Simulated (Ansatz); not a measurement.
What does this script print? It uses the Ansatz DFT code, driven from Python.

The script, `alh6nosi.py`:
```python
'''Atomisation energy of AlH6NOSi at the given geometry.'''

from collections import Counter

import ansatz as az


def energy(molecule, charge=0, unpaired=0):
    calc = molecule.calculation().basis(gaussian='cc-pVDZ').functional('HF')
    if charge:
        calc = calc.charge(charge)
    if unpaired:
        calc = calc.spin('collinear', total=unpaired)
    return calc.run(threads=1).report['free_energy_ev']

GEOMETRY = '''
N    -0.82060    0.86620   -1.66180
Al    0.34050    0.13390   -0.41850
O     2.10160    0.04670   -0.82080
Si   -0.38740   -0.69250    1.63060
H    -0.29290    1.25070   -2.49180
H    -1.28710    1.76510   -1.21280
H     2.27010   -0.82540   -1.25770
H    -0.11010   -2.11960    1.72550
H    -1.91390   -0.49470    1.74320
H     0.18300    0.01840    2.76710
'''


def main() -> None:
    molecule = az.Crystal.molecule()
    for line in GEOMETRY.strip().splitlines():
        symbol, *xyz = line.split()
        molecule = molecule.atom(symbol, [float(v) for v in xyz])

    # unpaired electrons of the ground-state atoms
    unpaired = {'N': 3, 'Al': 1, 'O': 2, 'Si': 2, 'H': 1}
    counts = Counter(site.symbol for site in molecule.cartesian_sites)
    atom_energy = {s: energy(az.Crystal.molecule().atom(s, (0, 0, 0)), 0, unpaired[s]) for s in counts}
    whole = energy(molecule, 0, 0)
    for s, e in atom_energy.items():
        print(f'{s:2s} x{counts[s]}  {e:14.5f} eV')
    print(f'AlH6NOSi: {whole:.5f} eV')
    split = sum(counts[s] * e for s, e in atom_energy.items()) - whole
    print(f'atomisation energy (no zero-point term): {23.060548 * split:.1f} kcal/mol, {split / sum(counts.values()):.3f} eV an atom')


if __name__ == '__main__':
    main()
```

```console
$ python alh6nosi.py
N  x1     -1480.05762 eV
Al x1     -6581.71349 eV
O  x1     -2035.19852 eV
Si x1     -7860.01100 eV
H  x6       -13.58606 eV
AlH6NOSi: -18060.50777 eV
atomisation energy (no zero-point term): 507.6 kcal/mol, 2.201 eV an atom
```

507.6 kcal/mol from the electronic energies, without the zero-point term.

What to keep in mind:
- Total energies depend on the basis set; only differences at equal settings carry meaning.
- The geometry is a force-field or estimated start, not a minimum of this method, and the basis set is short of its limit. All parts are taken at fixed geometry, without zero-point energy.
- Hartree-Fock leaves correlation out, so bond, atomisation and ionisation energies come out well too low.
- For Al to Cl the sets with a tight d function, cc-pV(X+d)Z, are usual.
- Finished in 1.4 s on 1 thread of Arm Neoverse V2, on a shared host, peak memory 0.21 GiB.

(Lines on the test bed's own set-up are left out of the output.)
